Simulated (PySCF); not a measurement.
# One shape, several levels: C2HCl2F3 (2,2-Dichloro-1,1,1-trifluoroethane)

Aim: a comparison of 6 runs (HF/STO-3G, HF/3-21G, B3LYP/def2-SVP, CAM-B3LYP/def2-SVP, M06-2X/def2-SVP, PBE0/def2-SVP) of C2HCl2F3 (2,2-Dichloro-1,1,1-trifluoroethane). 

The calculation is run with PySCF 2.14.0.

5 further runs of the same task are left out: 4 that didn't finish, 1 set aside as unsound or not needed.

## Step 1: The system as given

The species is C2HCl2F3 (8 atoms), meant as a singlet with charge 0. SMILES: `FC(F)(F)C(Cl)Cl`. The C5–Cl6 distance was set to 3.898 Å, away from the relaxed value. At this shape a bond of the SMILES string is far longer than usual.

Bond lengths: F1–C2 1.336 Å, C2–F3 1.336 Å, C2–F4 1.328 Å, C2–C5 1.533 Å, C5–Cl7 1.773 Å, C5–H8 1.093 Å. Angles: F1–C2–F3 106.7°, F1–C2–F4 107.5°, F1–C2–C5 110.9°, F3–C2–F4 107.5°, F3–C2–C5 110.9°, F4–C2–C5 113.0°, C2–C5–Cl7 108.9°, C2–C5–H8 109.4°, Cl7–C5–H8 109.1°.

## Step 2: A single-point energy at HF/STO-3G (run 1)

File input.py:

```python
from pyscf import gto, scf

mol = gto.Mole()
mol.atom = '''
F      3.535439    -3.137750     1.681435
C      4.287532    -1.995449    -0.441578
F      6.762336    -2.442539    -0.669744
F      3.133986    -3.129511    -2.359688
C      3.758937     0.850819    -0.325965
Cl    -3.477380     1.901178     0.569034
Cl     4.862027     2.273084    -3.152201
H      4.766520     1.669713     1.281437
'''
mol.verbose = 3
mol.max_memory = 1860
mol.basis = 'sto-3g'
mol.unit = 'bohr'
mol.build()

mf = scf.RHF(mol)
mf.conv_tol = 1e-10
mf.kernel()
if not mf.converged:
    mf = mf.newton().run(mf.mo_coeff, mf.mo_occ)

e_final = mf.e_tot
print('Final energy', e_final)
```

Started as:

```bash
$ OMP_NUM_THREADS=1 python input.py
```

What it wrote:

```text
converged SCF energy = -1278.37318133956
Final energy -1278.3731813395639
```

It took 0.62 s on 1 thread of Intel Xeon 6975P-C (Granite Rapids), shared host; peak memory 0.1 GiB.

## Step 3: The energy at HF/3-21G (run 2)

File start.xyz:

```xyz
8

F      1.870874    -1.660426     0.889777
C      2.268864    -1.055946    -0.233673
F      3.578474    -1.292536    -0.354413
F      1.658434    -1.656066    -1.248693
C      1.989144     0.450234    -0.172493
Cl    -1.840150     1.006060     0.301120
Cl     2.572874     1.202864    -1.668073
H      2.522334     0.883574     0.678107
```

File calc.py:

```python
from pyscf import gto, scf

molecule = gto.M(
    atom='start.xyz',
    basis='3-21g',
    verbose=3,
    charge=0,
    max_memory=1860,
)

mf = scf.RHF(molecule)
mf.conv_tol = 1e-10
mf.kernel()
if not mf.converged:
    mf = mf.newton().run(mf.mo_coeff, mf.mo_occ)

e_tot = mf.e_tot
print('E = %.10f Eh' % e_tot)
```

Started as:

```bash
$ OMP_NUM_THREADS=1 python calc.py
```

What it wrote:

```text
converged SCF energy = -1286.96498367195
E = -1286.9649836719 Eh
```

Run time: 0.82 s. Hardware: 1 thread of Intel Xeon 6975P-C (Granite Rapids), shared host; peak memory 0.13 GiB.

Runs 3 to 4 aren't shown in full; the table further down has their settings and results.

## Step 4: The energy at M06-2X/def2-SVP (run 5)

File mol.xyz:

```xyz
8

F      1.870874    -1.660426     0.889777
C      2.268864    -1.055946    -0.233673
F      3.578474    -1.292536    -0.354413
F      1.658434    -1.656066    -1.248693
C      1.989144     0.450234    -0.172493
Cl    -1.840150     1.006060     0.301120
Cl     2.572874     1.202864    -1.668073
H      2.522334     0.883574     0.678107
```

File job.py:

```python
from pyscf import gto, dft

system = gto.M(
    atom='mol.xyz',
    verbose=3,
    charge=0,
    basis='def2-svp',
    max_memory=1860,
)

myscf = dft.RKS(system)
myscf.xc = 'm06-2x'
myscf.grids.level = 5
myscf.conv_tol = 1e-10
myscf.kernel()
if not myscf.converged:
    myscf = myscf.newton().run(myscf.mo_coeff, myscf.mo_occ)

e_final = myscf.e_tot
print('E = %.10f Eh' % e_final)
```

Started as:

```bash
$ OMP_NUM_THREADS=1 python job.py
```

What it wrote:

```text
converged SCF energy = -1295.81393573277
E = -1295.8139357328 Eh
```

It took 47 s on 1 thread of Intel Xeon 6975P-C (Granite Rapids), shared host; peak memory 0.62 GiB.

## Step 5: The energy at PBE0/def2-SVP (run 6)

File run.py:

```python
from pyscf import gto, dft

mol = gto.Mole()
mol.atom = '''
F      3.535439    -3.137750     1.681435
C      4.287532    -1.995449    -0.441578
F      6.762336    -2.442539    -0.669744
F      3.133986    -3.129511    -2.359688
C      3.758937     0.850819    -0.325965
Cl    -3.477380     1.901178     0.569034
Cl     4.862027     2.273084    -3.152201
H      4.766520     1.669713     1.281437
'''
mol.basis = 'def2-svp'
mol.spin = 0
mol.max_memory = 1860
mol.unit = 'bohr'
mol.verbose = 4
mol.build()

calc0 = dft.RKS(mol, xc='pbe0')
calc0.grids.level = 5
calc0.conv_tol = 1e-10
calc0.kernel()
if not calc0.converged:
    calc0 = calc0.newton().run(calc0.mo_coeff, calc0.mo_occ)

energy = calc0.e_tot
print('E(%s) = %.9f' % ('PBE0', energy))
```

Started as:

```bash
$ OMP_NUM_THREADS=1 python run.py
```

What it wrote:

```text
PySCF version 2.14.0

[... 60 lines left out ...]
WARN: HOMO -0.1892790009898 == LUMO -0.189201788340707
[... 66 lines left out ...]
converged SCF energy = -1295.31876373838
E(PBE0) = -1295.318763738
```

It took 50 s on 1 thread of Intel Xeon 6975P-C (Granite Rapids), shared host; peak memory 0.62 GiB.

## Step 6: All runs side by side

```
run               level  integration grid   energy (Eh)  dipole moment (D)  HOMO energy (eV)  LUMO energy (eV)  wall time
  1           HF/STO-3G                 –  -1278.373181               5.86             -6.42             -2.25     0.62 s
  2            HF/3-21G                 –  -1286.964984               7.06             -9.25             -4.59     0.82 s
  3      B3LYP/def2-SVP                 5  -1296.023883               4.62             -7.47             -6.41       64 s
  4  CAM-B3LYP/def2-SVP                 5  -1295.890901               4.93             -8.63             -5.60       39 s
  5     M06-2X/def2-SVP                 5  -1295.813936               4.87             -8.52             -5.90       47 s
  6       PBE0/def2-SVP                 5  -1295.318764               4.78             -7.81             -6.42       50 s
```

## Step 7: What came out

| quantity | value |
| --- | --- |
| run 6: total energy | -1295.31876 Eh |
| run 6: dipole moment | 4.78 D |
| run 6: HOMO energy | -7.81 eV |
| run 6: LUMO energy | -6.42 eV |
| run 6: HOMO–LUMO gap | 1.39 eV |

In words: The dipole moment (its size) runs from 4.62 D (B3LYP/def2-SVP) to 7.06 D (HF/3-21G). The two ends differ in method and basis. The HOMO–LUMO gap runs from 1.05 eV (B3LYP/def2-SVP) to 4.66 eV (HF/3-21G). Totals of different functionals can't be ranked against each other. In run 1 the basis is minimal, so the values are rough. In runs 1, 2, 3, 4, 5, 6 a closed-shell determinant meets a far-stretched bond, which it describes badly. All runs together took 3.4 min, the longest 64 s.
